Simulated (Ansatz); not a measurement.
**TaCo3: further runs on the relaxed cell**

The task here is to estimate one member of a computed series from the others.

Program: Ansatz 0.2.0. Level of theory: DFT PBEsol, scalar-relativistic, plane waves, PAW. These are calculated values, not measurements.

2 further runs of the same task are left out: 2 set aside as unsound or not needed.

### The system as given

It takes space group Pm-3m (No. 221, cubic). The conventional cell has a = 3.589 Å, b = 3.589 Å, c = 3.589 Å, α = 90.00°, β = 90.00°, γ = 90.00°. Ta (site symmetry m-3m) is surrounded by 12 Co at 2.54 Å. Around Co (site symmetry 4/mmm) lie 4 Ta at 2.54 Å and 8 Co at 2.54 Å.

As a file:

```
Ta Co
1.0
     3.58901    0.00000    0.00000
     0.00000    3.58901    0.00000
     0.00000    0.00000    3.58901
Ta Co
1 3
Direct
  0.00000 0.00000 0.00000
  0.00000 0.50000 0.50000
  0.50000 0.00000 0.50000
  0.50000 0.50000 0.00000
```

This cell was relaxed beforehand with the same method: volume 11.56 Å³/atom, gap on the mesh none (metal).

Set-up of the first run:

Input file input.yaml:

```yaml
crystal:
  lattice:
    - [3.5890134682, 0.0, 0.0]
    - [0.0, 3.5890134682, 0.0]
    - [0.0, 0.0, 3.5890134682]
  atoms:
    - { symbol: Ta, position: [0.0, 0.0, 0.0] }
    - { symbol: Co, position: [0.0, 0.5, 0.5] }
    - { symbol: Co, position: [0.5, 0.0, 0.5] }
    - { symbol: Co, position: [0.5, 0.5, 0.0] }
basis:
  ecutwfc: 420
kpoints:
  mp_grid: { grid: [12, 12, 12] }
  band_path:
    path:
      - [[0.0, 0.0, 0.0], [0.0, 0.5, 0.0], [0.5, 0.5, 0.0], [0.0, 0.0, 0.0], [0.5, 0.5, 0.5], [0.0, 0.5, 0.0]]
      - [[0.5, 0.5, 0.5], [0.5, 0.5, 0.0]]
    npoints: 14
hamiltonian:
  xc: pbesol
scf:
  occupations: { method: gaussian, width: 0.1 }
  n_extra_bands: 10
output:
  forces: true
  stress: true
  eigenvalues: true
  populations: true
  dos: { projected: true, de: 0.02, nscf_kmesh: { grid: [18, 18, 18] } }
  bader: true
  write_density: true
  write_potential: true
  elf: true
  volumetric_format: npy
```

Launch:

```console
> ansatz run input.yaml --threads 1 --pin off --max-ram 2560MiB --backend cpu --events-out ev --progress --plain --runs-dir out
```

Steps of the session up to this table: Bands, states and charges; Point at V/V0 = 0.97; Volume × 1.03; The cell scaled to 0.94 of its volume; Volume × 1.06.

One of the session's tables, all rows but one given; the rest of the session is left out.

It belongs to the step «Equation of state». 

```
volume (Å³/atom)  energy above the lowest point (meV/atom)  pressure (GPa)
          10.864                                      39.3           19.37
          11.211                                       9.2            8.88
          11.558                                       0.0           -0.02
          11.904                                         ?               ?
          12.251                                      32.3          -14.01
```

**Question.** Estimate the row for volume (Å³/atom) = 11.904.

Worked estimate for «energy above the lowest point (meV/atom)». A straight line through the neighbours (11.558, 0.0) and (12.251, 32.3) gives 0.0 + (32.3 − 0.0) × (11.904 − 11.558) / (12.251 − 11.558) = 16.1; a parabola fitted to 3 rows on both sides gives 7.7.

**Answer.** energy above the lowest point (meV/atom): 8.6; pressure (GPa): -7.58. In «energy above the lowest point (meV/atom)» the line misses by +7.5 and the parabola by -0.9.

Caveats from the session: Spin polarisation is off in the runs that give these values; a magnetic solution could lie lower.
